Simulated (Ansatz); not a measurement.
# ClGeHI: the cost of one run

Program: Ansatz 0.2.0 through its Python package. The levels of theory stand in the script. These are calculated values, not measurements.

### Step 1. Starting point

Bond lengths: Cl1–Ge2 2.115 Å, Ge2–I3 2.518 Å, Ge2–H4 1.583 Å. Angles: Cl1–Ge2–I3 107.7°, Cl1–Ge2–H4 112.9°, I3–Ge2–H4 108.9°.

No structure file is read: the coordinates are typed or built in the script.

### Step 2. Script

Input file clgehi.py:

```python
import ansatz as az

FUNCTIONAL = "HF"

GEOMETRY = """
Cl   -1.92000    0.11100   -0.50290
Ge    0.19080    0.24040   -0.46250
I     1.06890   -1.88480    0.56380
H     0.71580    1.47320    0.38120
"""


def main() -> None:
    system = az.Crystal.molecule()
    for line in GEOMETRY.strip().splitlines():
        symbol, *xyz = line.split()
        system = system.atom(symbol, [float(v) for v in xyz])

    model = (
        system.calculation()
        .functional(FUNCTIONAL)
        .spin("collinear", total=1)
    )

    energies = {}
    for basis in ["def2-SVP", "def2-SVPD", "def2-TZVP", "def2-TZVPP"]:
        rep = model.basis(gaussian=basis).run().report
        size = rep["n_frozen"] + rep["n_occupied"][0] + rep["n_virtual"][0]
        energies[basis] = (rep["reference_energy_ev"] / 27.211386246, rep["free_energy_ev"] / 27.211386246)
        print(f"{basis:14s} {size:4d} orbitals  reference {energies[basis][0]:14.6f} Ha  total {energies[basis][1]:14.6f} Ha")

    last = energies["def2-TZVPP"][1]
    for basis, (_, total) in energies.items():
        print(f"{basis:14s} lies {27.211386 * (total - last):9.4f} eV above def2-TZVPP")


if __name__ == "__main__":
    main()
```

### Step 3. The calls as engine input

The package turns the script's settings into the engine's input (first run):

```yaml
crystal:
  periodic: [false, false, false]
  atoms:
    - { symbol: Cl, position_ang: [-1.92, 0.111, -0.5029] }
    - { symbol: Ge, position_ang: [0.1908, 0.2404, -0.4625] }
    - { symbol: I, position_ang: [1.0689, -1.8848, 0.5638] }
    - { symbol: H, position_ang: [0.7158, 1.4732, 0.3812] }
basis:
  gaussian:
    orbitals: def2-SVP
hamiltonian:
  xc: hf
magnetization:
  spin_polarized: true
  initial_magnetization: 1.0
```

### Step 4. Launch

Run with:

```
$ python clgehi.py
```

What time and memory should one allow on 1 thread of Arm Neoverse V1, shared host?

About 21 s, with a peak of 0.5 GiB.
